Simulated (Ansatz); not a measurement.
**CH₅ClN₂W: a ladder of functionals and wavefunction methods**

The task here is to estimate one member of a computed series from the others.

The runs use Ansatz 0.2.0, Gaussian basis; functionals in def2-TZVPP, the program's frozen cores in correlated methods.

Levels to be run: LDA (SPW92), PBE-D4, revPBE-D4, BLYP-D4, r2SCAN-D4, B97M-V, PBE0-D4, B3LYP-D4, r2SCANh-D4, r2SCAN0-D4, HSE06-D4, BHLYP-D4, CAM-B3LYP-D4, LC-ωPBE, ωB97X-V, ωB97M-V, B2PLYP, PBE-QIDH; CCSD(T)/def2-SVP; CCSD(T)/def2-TZVPP; MP2/def2-QZVPP; extrapolation to the limit; RPA on PBE.

### The geometry

An earlier PBE0-D4 in a triple-zeta def2 set relaxation fixed the geometry. W takes the def2 core potential; no spin-orbit term is included.

10 atoms, charge 0, spin multiplicity 1.

Atoms are counted from 1 here; the program's logs count them from 0.

Bond lengths: C1–W2 2.112 Å, C1–H6 1.091 Å, C1–H7 1.095 Å, C1–H8 1.095 Å, W2–N3 1.743 Å, W2–N4 1.743 Å, W2–Cl5 2.293 Å, N3–H9 1.008 Å, N4–H10 1.008 Å. Angles: W2–C1–H6 113.0°, W2–C1–H7 108.6°, W2–C1–H8 108.5°, H6–C1–H7 108.5°, H6–C1–H8 108.5°, H7–C1–H8 109.7°, C1–W2–N3 103.3°, C1–W2–N4 103.3°, C1–W2–Cl5 112.6°, N3–W2–N4 111.8°, N3–W2–Cl5 112.6°, N4–W2–Cl5 112.6°, W2–N3–H9 155.0°, W2–N4–H10 155.0°.

The first run:

Contents of in.yaml:

```yaml
crystal:
  periodic: [false, false, false]
  atoms:
    - {symbol: C, position_ang: [-1.460226, 0.075237, -0.355997]}
    - {symbol: W, position_ang: [0.575358, 0.372659, 0.120693]}
    - {symbol: N, position_ang: [0.737730, -0.394221, 1.677150]}
    - {symbol: N, position_ang: [1.411456, -0.511726, -1.126673]}
    - {symbol: Cl, position_ang: [1.155871, 2.590232, 0.167213]}
    - {symbol: H, position_ang: [-1.742823, -0.977740, -0.379875]}
    - {symbol: H, position_ang: [-2.072011, 0.581802, 0.397363]}
    - {symbol: H, position_ang: [-1.653882, 0.509027, -1.342290]}
    - {symbol: H, position_ang: [1.107568, -1.068222, 2.329739]}
    - {symbol: H, position_ang: [2.024160, -1.228349, -1.484423]}
basis:
  gaussian: {orbitals: def2-TZVPP}
hamiltonian: {xc: lda}
output: {orbitals: {seedname: orbitals}}
```

Among the steps run: LDA; PBE-D4 (GGA); revPBE-D4 (GGA); BLYP-D4 (GGA); r2SCAN-D4 (meta-GGA); B97M-V (meta-GGA); PBE0-D4 (hybrid); B3LYP-D4 (hybrid); r2SCANh-D4 (hybrid); r2SCAN0-D4 (hybrid); HSE06-D4 (hybrid); BHLYP-D4 (hybrid); CAM-B3LYP-D4 (range-separated); LC-ωPBE-D4 (range-separated; the results give it without D4); ωB97X-V (range-separated); ωB97M-V (range-separated); B2PLYP (double hybrid); PBE-QIDH (double hybrid).

One table of the session follows, with a row left open; its other results are not shown here.

It belongs to the step «Frontier levels by functional». 

```
  functional  HOMO (eV)  LUMO (eV)  gap (eV)
 LDA (SPW92)      -6.77      -2.96      3.82
      PBE-D4      -6.60      -2.72      3.88
   revPBE-D4      -6.53      -2.63      3.91
     BLYP-D4      -6.45      -2.61      3.85
   r2SCAN-D4      -6.89      -2.62      4.27
      B97M-V      -6.94      -2.58      4.37
     PBE0-D4          ?          ?         ?
    B3LYP-D4      -7.67      -2.15      5.52
  r2SCANh-D4      -7.37      -2.32      5.05
  r2SCAN0-D4      -8.11      -1.87      6.24
    HSE06-D4      -7.51      -2.31      5.20
    BHLYP-D4      -9.11      -1.00      8.10
CAM-B3LYP-D4      -9.24      -0.88      8.36
     LC-ωPBE     -10.58       0.24     10.82
     ωB97X-V     -10.23       0.16     10.39
     ωB97M-V     -10.13       0.10     10.22
```

Estimate the missing values for PBE0-D4.

The run gave: HOMO (eV): -7.91; LUMO (eV): -1.93; gap (eV): 5.97. In the column «HOMO (eV)» it lies between r2SCAN0-D4 (-8.11) and B3LYP-D4 (-7.67).
